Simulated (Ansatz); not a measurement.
# Nb16H: the cost of one run

Program: Ansatz 0.2.0. Level of theory: DFT LDA, plane waves, PAW, scalar-relativistic, no spin polarisation. These are calculated values, not measurements.

## Step 1: The system as given

The cell holds 17 atoms (HNb16): a = 6.600 Å, b = 6.600 Å, c = 6.600 Å, α = 90.00°, β = 90.00°, γ = 90.00°.

The coordinates stand in the first input below.

## Step 2: Relaxing the start

input.yaml reads:

```yaml
accuracy: low
crystal:
  lattice:
    - [6.6, 0.0, 0.0]
    - [0.0, 6.6, 0.0]
    - [0.0, 0.0, 6.6]
  atoms:
    - { symbol: Nb, position: [0.0, 0.0, 0.0] }
    - { symbol: Nb, position: [0.5, 0.0, 0.0] }
    - { symbol: Nb, position: [0.0, 0.5, 0.0] }
    - { symbol: Nb, position: [0.0, 0.0, 0.5] }
    - { symbol: Nb, position: [0.25, 0.25, 0.25] }
    - { symbol: Nb, position: [0.5, 0.5, 0.0] }
    - { symbol: Nb, position: [0.5, 0.0, 0.5] }
    - { symbol: Nb, position: [0.75, 0.25, 0.25] }
    - { symbol: Nb, position: [0.0, 0.5, 0.5] }
    - { symbol: Nb, position: [0.25, 0.75, 0.25] }
    - { symbol: Nb, position: [0.25, 0.25, 0.75] }
    - { symbol: Nb, position: [0.5, 0.5, 0.5] }
    - { symbol: Nb, position: [0.75, 0.75, 0.25] }
    - { symbol: Nb, position: [0.75, 0.25, 0.75] }
    - { symbol: Nb, position: [0.25, 0.75, 0.75] }
    - { symbol: Nb, position: [0.75, 0.75, 0.75] }
    - { symbol: H, position: [0.1239891, 0.7556271, 0.4912105] }
basis:
  ecutwfc: 420.0
kpoints:
  mp_grid: { grid: [2, 2, 2] }
hamiltonian:
  xc: lda
scf:
  occupations: { method: fermi_dirac, width: 0.1 }
  lower_state_search: "off"
relax:
  f_tol: 0.08
  max_steps: 25
  adjacent_minimum: "off"
```

Command:

```bash
ansatz run input.yaml --threads 2 --pin off --max-ram 5120MiB --backend cpu --events-out ev --progress --plain --runs-dir out
```

What time and memory should one allow on 2 threads of an x86-64 CPU, shared host?

About 17 s, with a peak of 0.8 GiB.
